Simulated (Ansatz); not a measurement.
Working through a conversion between chain and input file of Zr2Ti3Si3, space group P6_3/mcm

Program: the Ansatz DFT code, driven from Python.

The cells in order, each with its output:

In [1]:
```python
import ansatz as az
from pymatgen.core import Lattice, Structure
from pymatgen.io.ase import AseAtomsAdaptor

XC = "pbesol"
SMEARING = "Fermi-Dirac"
SIGMA = 0.2
MAX_SCF = 60
```

In [2]:
```python
pmg_structure = Structure(
    Lattice([(7.71573869, 0.0, 0.0), (-3.85786935, 6.68202572, 0.0), (0.0, 0.0, 5.466895)]),
    ["Zr", "Zr", "Zr", "Zr", "Ti", "Ti", "Ti", "Ti", "Ti", "Ti", "Si", "Si", "Si", "Si", "Si", "Si"],
    [
        (2 / 3, 1 / 3, 0.0),
        (1 / 3, 2 / 3, 0.0),
        (1 / 3, 2 / 3, 0.5),
        (2 / 3, 1 / 3, 0.5),
        (0.743612, 0.743612, 0.75),
        (0.256388, 0.0, 0.75),
        (0.0, 0.256388, 0.75),
        (0.256388, 0.256388, 0.25),
        (0.743612, 0.0, 0.25),
        (0.0, 0.743612, 0.25),
        (0.376438, 0.376438, 0.75),
        (0.623562, 0.0, 0.75),
        (0.0, 0.623562, 0.75),
        (0.623562, 0.623562, 0.25),
        (0.376438, 0.0, 0.25),
        (0.0, 0.376438, 0.25),
    ],
)
zr2ti3si3 = az.Crystal.from_ase(AseAtomsAdaptor.get_atoms(pmg_structure))
```

In [3]:
```python
base = (
    zr2ti3si3.calculation()
    .functional(XC)
    .pseudopotentials("paw")
    .basis(47 * az.Ry, density_ratio=6)
    .kpoints(5, center="gamma")
    .occupations(SMEARING, width=SIGMA)
    .scf(max_iterations=MAX_SCF)
    .relax(cell=True, pressure=0)
)
print(base.to_yaml())
```
```text
crystal:
  lattice:
    - [7.71573869, 0.0, 0.0]
    - [-3.85786935, 6.68202572, 0.0]
    - [0.0, 0.0, 5.466895]
  atoms:
    - { symbol: Zr, position: [0.6666666666666666, 0.3333333333333333, 0.0] }
    - { symbol: Zr, position: [0.3333333333333333, 0.6666666666666666, 0.0] }
    - { symbol: Zr, position: [0.3333333333333333, 0.6666666666666666, 0.5] }
    - { symbol: Zr, position: [0.6666666666666666, 0.3333333333333333, 0.5] }
    - { symbol: Ti, position: [0.743612, 0.743612, 0.75] }
    - { symbol: Ti, position: [0.256388, 0.0, 0.75] }
    - { symbol: Ti, position: [-1.1241308315326342e-17, 0.256388, 0.75] }
    - { symbol: Ti, position: [0.256388, 0.256388, 0.25] }
    - { symbol: Ti, position: [0.743612, 0.0, 0.25] }
    - { symbol: Ti, position: [1.791929886702557e-17, 0.743612, 0.25] }
    - { symbol: Si, position: [0.376438, 0.376438, 0.75] }
    - { symbol: Si, position: [0.623562, 0.0, 0.75] }
    - { symbol: Si, position: [-2.4855350512406562e-17, 0.623562, 0.75] }
    - { symbol: Si, position: [0.623562, 0.623562, 0.25] }
    - { symbol: Si, position: [0.376438, 0.0, 0.25] }
    - { symbol: Si, position: [2.0403356811273744e-17, 0.376438, 0.25] }
basis:
  ecutwfc: 639.467576780718
  ecutrho_ratio: 6
kpoints:
  mp_grid:
    grid: [5, 5, 5]
    shift: [0.0, 0.0, 0.0]
hamiltonian:
  xc: pbesol
  pseudopotentials:
    kind: paw
scf:
  max_iter: 60
  occupations:
    method: fermi_dirac
    width: 0.2
relax:
  cell:
    p_target: 0.0
```

The input is only written out: it wasn't run, and its settings aren't tested. The structure comes from a database and needn't be a stable phase.
